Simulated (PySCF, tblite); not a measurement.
**C₂H₁₁NSSi₄: geometry, infrared bands and NMR shifts**

Aim: predict the infrared bands and NMR shifts of C₂H₁₁NSSi₄ (`CS[SiH2][Si@H](C#N)[SiH2][SiH3]`).

The runs use tblite 0.8.0 and PySCF 2.14.0, with density-fitted response routines of our own; the level of theory stands in each step. All values are computed, except where a source is named. Atoms are numbered from 0 throughout.

**1. The molecule as given**

19 atoms, charge 0, multiplicity 1; geometry from: force field or distance geometry start.

Bonds of the start (Å): C0–S1 1.81, S1–Si2 2.13, Si2–Si3 2.27, Si3–C4 1.85, C4–N5 1.17, Si3–Si6 2.28, Si6–Si7 2.29, C0–H8 1.09, C0–H9 1.10, C0–H10 1.08, Si2–H11 1.49, Si2–H12 1.47, Si3–H13 1.51, Si6–H14 1.49, Si6–H15 1.50, Si7–H16 1.49, Si7–H17 1.49, Si7–H18 1.48.

**2. Relaxing the molecule with GFN2-xTB**

The job: settings as JSON, then the geometry in Å.

```
{"job": {"kind": "relax", "xc": "GFN2-xTB", "basis": "xTB"}, "charge": 0, "multiplicity": 1}
C      3.472500     1.519400    -0.313000
S      2.430100     0.262500     0.456900
Si     0.986500    -0.197200    -1.045000
Si    -0.510300    -1.765300    -0.355200
C     -1.805100    -1.907300    -1.670700
N     -2.618200    -1.971900    -2.509500
Si    -1.537400    -1.040700     1.550900
Si    -2.470600     0.999300     1.080800
H      3.943600     1.128800    -1.215800
H      2.864200     2.402600    -0.561600
H      4.246200     1.824100     0.383900
H      0.283100     1.074100    -1.377800
H      1.715400    -0.642900    -2.242300
H      0.169000    -3.086000    -0.104600
H     -0.567500    -0.921700     2.678100
H     -2.585600    -2.017300     1.992100
H     -3.198700     1.543600     2.257800
H     -3.419500     0.856500    -0.062500
H     -1.407600     1.948700     0.685800
```

Started as:

```console
$ OMP_NUM_THREADS=1 python probes_run.py task.json out
```

The driver reads the jobs from task.json and runs them one after another.

**Question.** This job is followed by: GFN2-xTB harmonic vibrations, gas phase; GIAO PBE0/pcSseg-1 NMR shielding, non-relativistic, gas phase. Predict these results of the whole session: strongest single infrared mode (GFN2-xTB); zero-point energy (GFN2-xTB); 13C shifts against TMS (PBE0/pcSseg-1); 1H shifts against TMS (PBE0/pcSseg-1, means over atoms taken as alike); 33S shifts against CS2 (PBE0/pcSseg-1); 29Si shifts against TMS (PBE0/pcSseg-1); 15N shifts against NH3 (PBE0/pcSseg-1).

The runs gave:

| quantity | value |
| --- | --- |
| strongest single infrared mode (GFN2-xTB) | 774 cm⁻¹, 518 km/mol |
| zero-point energy (GFN2-xTB) | 70.1 kcal/mol |
| 13C shifts against TMS (PBE0/pcSseg-1) | 122.5, 18.7 ppm |
| 1H shifts against TMS (PBE0/pcSseg-1, means over atoms taken as alike) | 4.86, 4.79, 4.54, 3.80, 3.73, 3.55, 2.12 ppm |
| 33S shifts against CS2 (PBE0/pcSseg-1) | -221 ppm |
| 29Si shifts against TMS (PBE0/pcSseg-1) | -44.3, -113.0, -116.4, -120.2 ppm |
| 15N shifts against NH3 (PBE0/pcSseg-1) | 373.1 ppm |

What this shows: Relaxing lowered the energy by 0.330 eV in 128 steps; the close pair that moved most is Si3–Si6, from 2.283 to 2.341 Å. No mode is imaginary among the 51: a minimum at this level. The strongest single mode, at 774 cm⁻¹, has its largest shares on H17, H18 and H16 (the list is cut at 3 atoms). Unscaled tight-binding wavenumbers are off by several per cent, some by more. Its intensities can rank the bands wrongly. The most deshielded carbon is C4 (nitrile carbon), at 122.5 ppm: this is the usual window of a C≡N carbon, which has no attached hydrogen. At PBE0/pcSseg-1: Shielding is most anisotropic at N5 (span 594 ppm, paramagnetic term -443 ppm).
